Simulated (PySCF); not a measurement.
# AlH2S2Br (SMILES [SH][Al]([SH])[Br]) at 6 levels

Wanted: a comparison of 6 runs (HF/3-21G, HF/def2-SVP, HF/def2-SVPD, B3LYP/6-31G*, M06-2X/6-31G**, BLYP/def2-SVPD) of AlH2S2Br. The job is set up through a Python script.

Program for the calculation: PySCF 2.14.0.

2 further runs of the same task are left out: 2 for a known fault of the program.

## Step 1: The structure to begin with

AlH2S2Br: 6 atoms, total charge 0, spin state singlet. SMILES: `[SH][Al]([SH])[Br]`. The shape is that of a PBE0-D4/def2-TZVP optimisation. This is one conformer, not always the lowest.

Bond lengths: S1–Al2 2.170 Å, Al2–S3 2.170 Å, Al2–Br4 2.242 Å, S1–H5 1.344 Å, S3–H6 1.345 Å. Angles: S1–Al2–S3 125.0°, S1–Al2–Br4 117.5°, S3–Al2–Br4 117.5°, Al2–S1–H5 93.6°, Al2–S3–H6 93.5°.

## Step 2: Energy and gradient at HF/3-21G (run 1)

Input file calc.py:

```python
from pyscf import gto, scf

mol = gto.M(
    atom='''
S     -0.843385     2.497840    -2.558122
Al     0.059526    -1.094340    -0.798598
S      0.830913    -1.628377     3.193259
Br     0.206547    -4.513800    -3.294549
H     -0.708458     3.782854    -0.370575
H      0.534604     0.834881     3.741469
''',
    max_memory=1860,
    charge=0,
    verbose=4,
    basis='3-21g',
    unit='bohr',
)

hf = scf.RHF(mol)
hf.conv_tol = 1e-10
hf.kernel()
if not hf.converged:
    hf = hf.newton().run(hf.mo_coeff, hf.mo_occ)

energy = hf.e_tot
print(f'total energy: {energy:.8f} hartree')
grad = hf.nuc_grad_method().kernel()
hf.analyze()
```

The run is started by

```
$ OMP_NUM_THREADS=1 python calc.py
```

Log:

```text
PySCF version 2.14.0

[... 73 lines left out ...]
Total Energy =                       -3593.066644147203988
[... 8 lines left out ...]
MO #2   energy= -91.3376695289874  occ= 2
[... 6 lines left out ...]
MO #9   energy= -9.78354507809212  occ= 2
[... 6 lines left out ...]
MO #16  energy= -6.6128366336671   occ= 2
[... 6 lines left out ...]
MO #23  energy= -3.28034679633817  occ= 2
[... 6 lines left out ...]
MO #30  energy= -1.02758798412771  occ= 2
[... 6 lines left out ...]
MO #37  energy= -0.453406796970841 occ= 2
[... 6 lines left out ...]
MO #44  energy= 0.130270398729939  occ= 0
[... 6 lines left out ...]
MO #51  energy= 0.365555765760962  occ= 0
[... 6 lines left out ...]
MO #58  energy= 0.850504286079874  occ= 0
[... 6 lines left out ...]
MO #65  energy= 1.25600593413295   occ= 0
[... 35 lines left out ...]
pop of  2 S 3px           1.84828
pop of  2 S 3py           1.25271
pop of  2 S 3pz           1.47559
pop of  2 S 4px           0.00242
pop of  2 S 4py           0.00705
pop of  2 S 4pz           0.00300
pop of  3 Br 1s           2.00000
pop of  3 Br 2s           1.99991
pop of  3 Br 3s           1.99946
pop of  3 Br 4s           1.86871
pop of  3 Br 5s           0.00494
pop of  3 Br 2px          1.99998
pop of  3 Br 2py          1.99998
pop of  3 Br 2pz          1.99998
pop of  3 Br 3px          1.99984
pop of  3 Br 3py          1.99979
pop of  3 Br 3pz          1.99982
pop of  3 Br 4px          1.88825
pop of  3 Br 4py          1.68108
pop of  3 Br 4pz          1.79084
pop of  3 Br 5px          0.00105
pop of  3 Br 5py          0.00095
pop of  3 Br 5pz          0.00127
pop of  3 Br 3dxy         1.99996
pop of  3 Br 3dyz         1.99956
pop of  3 Br 3dz^2        1.99990
pop of  3 Br 3dxz         1.99998
pop of  3 Br 3dx2-y2      1.99977
pop of  4 H 1s            0.91567
pop of  4 H 2s            0.00547
pop of  5 H 1s            0.91567
pop of  5 H 2s            0.00546
 ** Mulliken atomic charges  **
charge of    0S =     -0.28755
charge of    1Al =      0.65235
charge of    2S =     -0.28755
charge of    3Br =     -0.23498
charge of    4H =      0.07886
charge of    5H =      0.07886
Dipole moment(X, Y, Z, Debye): -0.09090,  2.11292,  1.54219
```

It took 7.8 s on 1 thread of Intel Xeon at 2.50GHz (Skylake/Cascade Lake), shared host; peak memory 0.14 GiB.

## Step 3: Energy and gradient at HF/def2-SVP (run 2)

Input file run.py:

```python
import pyscf.grad
from pyscf import gto, scf

mol = gto.M(
    atom=[
    ('S', (-0.446300, 1.321800, -1.353700)),
    ('Al', (0.031500, -0.579100, -0.422600)),
    ('S', (0.439700, -0.861700, 1.689800)),
    ('Br', (0.109300, -2.388600, -1.743400)),
    ('H', (-0.374900, 2.001800, -0.196100)),
    ('H', (0.282900, 0.441800, 1.979900)),
],
    basis='def2-svp',
    max_memory=1860,
    verbose=3,
    spin=0,
    charge=0,
)

mf = scf.RHF(mol)
mf.conv_tol = 1e-10
mf.kernel()
if not mf.converged:
    mf = mf.newton().run(mf.mo_coeff, mf.mo_occ)

e_tot = mf.e_tot
print('Final energy', e_tot)
grad = mf.Gradients().kernel()
dip = mf.dip_moment()
pop, q = mf.mulliken_pop()
```

The run is started by

```
$ OMP_NUM_THREADS=1 python run.py
```

Log:

```text
converged SCF energy = -3610.09144743593
Final energy -3610.091447435931
--------------- RHF gradients ---------------
         x                y                z
0 S    -0.0002312919    -0.0038062983    -0.0055087549
1 Al    -0.0001592176     0.0036882863     0.0026852735
2 S     0.0006790121    -0.0064476378    -0.0019354586
3 Br    -0.0001341909     0.0031171355     0.0022765925
4 H     0.0008895635    -0.0008289064     0.0047471760
5 H    -0.0010438753     0.0042774206    -0.0022648284
----------------------------------------------
Dipole moment(X, Y, Z, Debye): -0.08232,  1.91366,  1.39671
 ** Mulliken pop  **
pop of  0 S 1s            1.99945
pop of  0 S 2s            1.99120
pop of  0 S 3s            1.16583
pop of  0 S 4s            0.68475
pop of  0 S 2px           1.98191
pop of  0 S 2py           1.97853
pop of  0 S 2pz           1.97845
pop of  0 S 3px           0.66142
pop of  0 S 3py           0.54724
pop of  0 S 3pz           0.54628
pop of  0 S 4px           1.18657
pop of  0 S 4py           0.78272
pop of  0 S 4pz           0.79125
pop of  0 S 3dxy          0.00312
pop of  0 S 3dyz          0.02264
pop of  0 S 3dz^2         0.01562
pop of  0 S 3dxz          0.00260
pop of  0 S 3dx2-y2       0.00397
pop of  1 Al 1s           1.99942
pop of  1 Al 2s           1.99053
pop of  1 Al 3s           0.77521
pop of  1 Al 4s          -0.03443
pop of  1 Al 2px          1.97729
pop of  1 Al 2py          1.98041
pop of  1 Al 2pz          1.98082
pop of  1 Al 3px          0.13065
pop of  1 Al 3py          0.31895
pop of  1 Al 3pz          0.33353
pop of  1 Al 4px          0.19168
pop of  1 Al 4py          0.08514
pop of  1 Al 4pz          0.08527
pop of  1 Al 3dxy         0.03957
pop of  1 Al 3dyz         0.08369
pop of  1 Al 3dz^2        0.06750
pop of  1 Al 3dxz         0.04240
pop of  1 Al 3dx2-y2      0.03794
pop of  2 S 1s            1.99945
pop of  2 S 2s            1.99120
pop of  2 S 3s            1.16584
pop of  2 S 4s            0.68477
pop of  2 S 2px           1.98190
pop of  2 S 2py           1.97756
pop of  2 S 2pz           1.97943
pop of  2 S 3px           0.66107
pop of  2 S 3py           0.51446
pop of  2 S 3pz           0.57938
pop of  2 S 4px           1.18569
pop of  2 S 4py           0.69352
pop of  2 S 4pz           0.88134
pop of  2 S 3dxy          0.00218
pop of  2 S 3dyz          0.00471
pop of  2 S 3dz^2         0.01776
pop of  2 S 3dxz          0.00428
pop of  2 S 3dx2-y2       0.01901
pop of  3 Br 1s           1.99993
pop of  3 Br 2s           1.99979
pop of  3 Br 3s           1.99587
pop of  3 Br 4s           1.33394
pop of  3 Br 5s           0.63053
pop of  3 Br 2px          1.99906
pop of  3 Br 2py          1.99898
pop of  3 Br 2pz          1.99902
pop of  3 Br 3px          1.99595
pop of  3 Br 3py          1.99536
pop of  3 Br 3pz          1.99570
pop of  3 Br 4px          0.79575
pop of  3 Br 4py          0.74810
pop of  3 Br 4pz          0.77825
pop of  3 Br 5px          1.11447
pop of  3 Br 5py          0.95489
pop of  3 Br 5pz          1.02553
pop of  3 Br 3dxy         1.64548
pop of  3 Br 3dyz         1.64528
pop of  3 Br 3dz^2        1.64549
pop of  3 Br 3dxz         1.64581
pop of  3 Br 3dx2-y2      1.64552
pop of  3 Br 4dxy         0.34598
pop of  3 Br 4dyz         0.34669
pop of  3 Br 4dz^2        0.34598
pop of  3 Br 4dxz         0.34567
pop of  3 Br 4dx2-y2      0.34619
pop of  3 Br 5dxy         0.01153
pop of  3 Br 5dyz         0.01765
pop of  3 Br 5dz^2        0.01146
pop of  3 Br 5dxz         0.01015
pop of  3 Br 5dx2-y2      0.01336
pop of  4 H 1s            0.70741
pop of  4 H 2s            0.18056
pop of  4 H 2px           0.00716
pop of  4 H 2py           0.01027
pop of  4 H 2pz           0.01659
pop of  5 H 1s            0.70735
pop of  5 H 2s            0.18062
pop of  5 H 2px           0.00731
pop of  5 H 2py           0.01984
pop of  5 H 2pz           0.00686
 ** Mulliken atomic charges  **
charge of    0S =     -0.34353
charge of    1Al =      0.91442
charge of    2S =     -0.34355
charge of    3Br =     -0.38337
charge of    4H =      0.07801
charge of    5H =      0.07802
```

It took 20 s on 1 thread of Intel Xeon at 2.50GHz (Skylake/Cascade Lake), shared host; peak memory 0.2 GiB.

Runs 3 to 5 aren't shown in full; the table further down has their settings and results.

## Step 4: Energy and forces at BLYP/def2-SVPD (run 6)

Input file input.py:

```python
# [SH][Al]([SH])[Br]
import pyscf.grad
from pyscf import gto, dft

mol = gto.M(
    atom=[
    ('S', (-0.446300, 1.321800, -1.353700)),
    ('Al', (0.031500, -0.579100, -0.422600)),
    ('S', (0.439700, -0.861700, 1.689800)),
    ('Br', (0.109300, -2.388600, -1.743400)),
    ('H', (-0.374900, 2.001800, -0.196100)),
    ('H', (0.282900, 0.441800, 1.979900)),
],
    spin=0,
    verbose=4,
    basis='def2-svpd',
    max_memory=1860,
)

ks = dft.RKS(mol, xc='blyp')
ks.conv_tol = 1e-10
ks.grids.level = 5
ks.kernel()
if not ks.converged:
    ks = ks.newton().run(ks.mo_coeff, ks.mo_occ)

energy = ks.e_tot
print('E = %.10f Eh' % energy)
grad = ks.Gradients().kernel()
ks.analyze()
```

The run is started by

```
$ OMP_NUM_THREADS=1 python input.py
```

Log:

```text
PySCF version 2.14.0

[... 102 lines left out ...]
MO #3   energy= -88.1188768490405  occ= 2
[... 11 lines left out ...]
MO #15  energy= -5.72848844136583  occ= 2
[... 11 lines left out ...]
MO #27  energy= -2.4860413246732   occ= 2
[... 11 lines left out ...]
MO #39  energy= -0.26711739579024  occ= 2
[... 11 lines left out ...]
MO #51  energy= 0.0391649514221293 occ= 0
[... 11 lines left out ...]
MO #63  energy= 0.144358856107269  occ= 0
[... 11 lines left out ...]
MO #75  energy= 0.251005084279407  occ= 0
[... 11 lines left out ...]
MO #87  energy= 0.422974007422904  occ= 0
[... 11 lines left out ...]
MO #99  energy= 0.685313077894615  occ= 0
[... 11 lines left out ...]
MO #111 energy= 0.843486429503968  occ= 0
[... 11 lines left out ...]
MO #123 energy= 1.22856007404328   occ= 0
[... 11 lines left out ...]
MO #135 energy= 3.60720832640245   occ= 0
[... 105 lines left out ...]
pop of  3 Br 3dx2-y2      1.99986
pop of  3 Br 4dxy         0.00243
pop of  3 Br 4dyz         0.00667
pop of  3 Br 4dz^2        0.00199
pop of  3 Br 4dxz         0.00143
pop of  3 Br 4dx2-y2      0.00362
pop of  3 Br 5dxy         0.00023
pop of  3 Br 5dyz         0.00034
pop of  3 Br 5dz^2        0.00027
pop of  3 Br 5dxz         0.00018
pop of  3 Br 5dx2-y2      0.00029
pop of  3 Br 6dxy         0.00005
pop of  3 Br 6dyz         0.00007
pop of  3 Br 6dz^2        0.00013
pop of  3 Br 6dxz         0.00006
pop of  3 Br 6dx2-y2      0.00008
pop of  4 H 1s            0.88184
pop of  4 H 2s            0.01010
pop of  4 H 2px           0.00216
pop of  4 H 2py           0.00242
pop of  4 H 2pz           0.00213
pop of  4 H 3px           0.00021
pop of  4 H 3py           0.00023
pop of  4 H 3pz           0.00200
pop of  5 H 1s            0.88184
pop of  5 H 2s            0.01009
pop of  5 H 2px           0.00216
pop of  5 H 2py           0.00292
pop of  5 H 2pz           0.00162
pop of  5 H 3px           0.00024
pop of  5 H 3py           0.00170
pop of  5 H 3pz           0.00051
 ** Mulliken atomic charges  **
charge of    0S =     -0.28416
charge of    1Al =      0.63896
charge of    2S =     -0.28417
charge of    3Br =     -0.26845
charge of    4H =      0.09891
charge of    5H =      0.09892
Dipole moment(X, Y, Z, Debye): -0.06227,  1.44741,  1.05643
```

Wall time 97 s (1 thread of Intel Xeon at 2.50GHz (Skylake/Cascade Lake), shared host); peak memory 1.5 GiB.

## Step 5: Overview of the runs

```tsv
run	level	Cartesian functions	integration grid	energy (Eh)	dipole moment (D)	HOMO energy (eV)	LUMO energy (eV)	wall time
1	HF/3-21G	no	–	-3593.066644	2.62	-11.11	1.47	7.8 s
2	HF/def2-SVP	no	–	-3610.091447	2.37	-10.66	2.15	20 s
3	HF/def2-SVPD	no	–	-3610.109881	2.10	-10.76	0.84	57 s
4	B3LYP/6-31G* (Cartesian functions)	yes	5	-3614.055757	2.30	-7.66	-1.21	84 s
5	M06-2X/6-31G** (spherical functions)	no	5	-3613.930346	2.40	-9.11	-0.36	1.8 min
6	BLYP/def2-SVPD	no	5	-3613.723213	1.79	-6.61	-1.85	97 s
```

## Step 6: Outcome

| quantity | value |
| --- | --- |
| run 6: total energy | -3613.72321 Eh |
| run 6: dipole moment | 1.79 D |
| run 6: HOMO energy | -6.61 eV |
| run 6: LUMO energy | -1.85 eV |
| run 6: HOMO–LUMO gap | 4.76 eV |
| run 6: largest force on an atom | 0.725 eV/Å |

In words: The dipole moment (its size) runs from 1.79 D (BLYP/def2-SVPD) to 2.62 D (HF/3-21G). The two ends differ in method and basis. The HOMO–LUMO gap runs from 4.76 eV (BLYP/def2-SVPD) to 12.82 eV (HF/def2-SVP). Totals of different functionals can't be ranked against each other. All runs together took 6.2 min, the longest 1.8 min.
